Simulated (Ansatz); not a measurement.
# BH7SSi2: basis-set convergence

The task here is to estimate one member of a computed series from the others.

Program: Ansatz 0.2.0, Gaussian basis. Level of theory: one geometry, several basis sets. These are calculated values, not measurements.

Levels to be run: PBE0-D4/def2-SVP; ωB97M-V/def2-SVP; PBE0-D4/def2-QZVPP; ωB97M-V/def2-QZVPP; the functionals' def2-TZVPP values are taken from earlier runs.

## The relaxed structure

An earlier PBE0-D4 in a triple-zeta def2 set relaxation fixed the geometry.

SMILES `[SiH3]BS[SiH3]`, 11 atoms, charge 0, spin multiplicity 1.

Atoms are counted from 1 here; the program's logs count them from 0.

Bond lengths: Si1–B2 2.010 Å, Si1–H5 1.491 Å, Si1–H6 1.491 Å, Si1–H7 1.488 Å, B2–S3 1.774 Å, B2–H8 1.198 Å, S3–Si4 2.159 Å, Si4–H9 1.482 Å, Si4–H10 1.484 Å, Si4–H11 1.482 Å. Angles: B2–Si1–H5 109.7°, B2–Si1–H6 109.6°, B2–Si1–H7 112.9°, H5–Si1–H6 107.5°, H5–Si1–H7 108.5°, H6–Si1–H7 108.5°, Si1–B2–S3 119.7°, Si1–B2–H8 120.9°, S3–B2–H8 119.5°, B2–S3–Si4 99.8°, S3–Si4–H9 109.5°, S3–Si4–H10 107.4°, S3–Si4–H11 109.5°, H9–Si4–H10 110.1°, H9–Si4–H11 110.2°, H10–Si4–H11 110.1°.

As a file:

```
atom    x (Å)    y (Å)    z (Å)
 Si1  -2.0164   0.9781   1.0244
  B2  -0.5186   0.0565   0.0502
  S3   1.1627   0.3974   0.5010
 Si4   2.1877  -0.8865  -0.9004
  H5  -2.8476   1.7470   0.0545
  H6  -2.9000  -0.0396   1.6623
  H7  -1.5335   1.9116   2.0777
  H8  -0.7461  -0.7212  -0.8321
  H9   1.8477  -0.4791  -2.2843
 H10   3.6441  -0.7272  -0.6653
 H11   1.7852  -2.2938  -0.6674
```

Set-up of the first run:

File in.yaml:

```yaml
crystal:
  periodic: [false, false, false]
  atoms:
    - {symbol: Si, position_ang: [-2.016372, 0.978065, 1.024421]}
    - {symbol: B, position_ang: [-0.518609, 0.056487, 0.050164]}
    - {symbol: S, position_ang: [1.162741, 0.397397, 0.500974]}
    - {symbol: Si, position_ang: [2.187698, -0.886499, -0.900428]}
    - {symbol: H, position_ang: [-2.847606, 1.747020, 0.054465]}
    - {symbol: H, position_ang: [-2.900003, -0.039566, 1.662278]}
    - {symbol: H, position_ang: [-1.533452, 1.911598, 2.077706]}
    - {symbol: H, position_ang: [-0.746052, -0.721204, -0.832132]}
    - {symbol: H, position_ang: [1.847658, -0.479122, -2.284302]}
    - {symbol: H, position_ang: [3.644144, -0.727201, -0.665277]}
    - {symbol: H, position_ang: [1.785153, -2.293776, -0.667370]}
basis:
  gaussian: {orbitals: def2-SVP}
hamiltonian: {xc: pbe0, dispersion: d4}
output: {orbitals: {seedname: orbitals}}
```

Steps of the session up to this table: PBE0-D4 in def2-SVP; ωB97M-V in def2-SVP; PBE0-D4 in def2-QZVPP; ωB97M-V in def2-QZVPP.

One table of the session follows, with a row left open; its other results are not shown here.

It belongs to the step «Density functionals: the series». 

```
functional       basis  HOMO (eV)  LUMO (eV)
   PBE0-D4    def2-SVP      -8.04      -1.93
   PBE0-D4  def2-TZVPP          ?          ?
   PBE0-D4  def2-QZVPP      -8.04      -2.04
   ωB97M-V    def2-SVP     -10.08       0.10
   ωB97M-V  def2-TZVPP     -10.11      -0.07
   ωB97M-V  def2-QZVPP     -10.12      -0.12
```

**Question.** Estimate the row for PBE0-D4, def2-TZVPP.

**Answer.** HOMO (eV): -8.03; LUMO (eV): -2.02. In the column «HOMO (eV)» it is the highest.
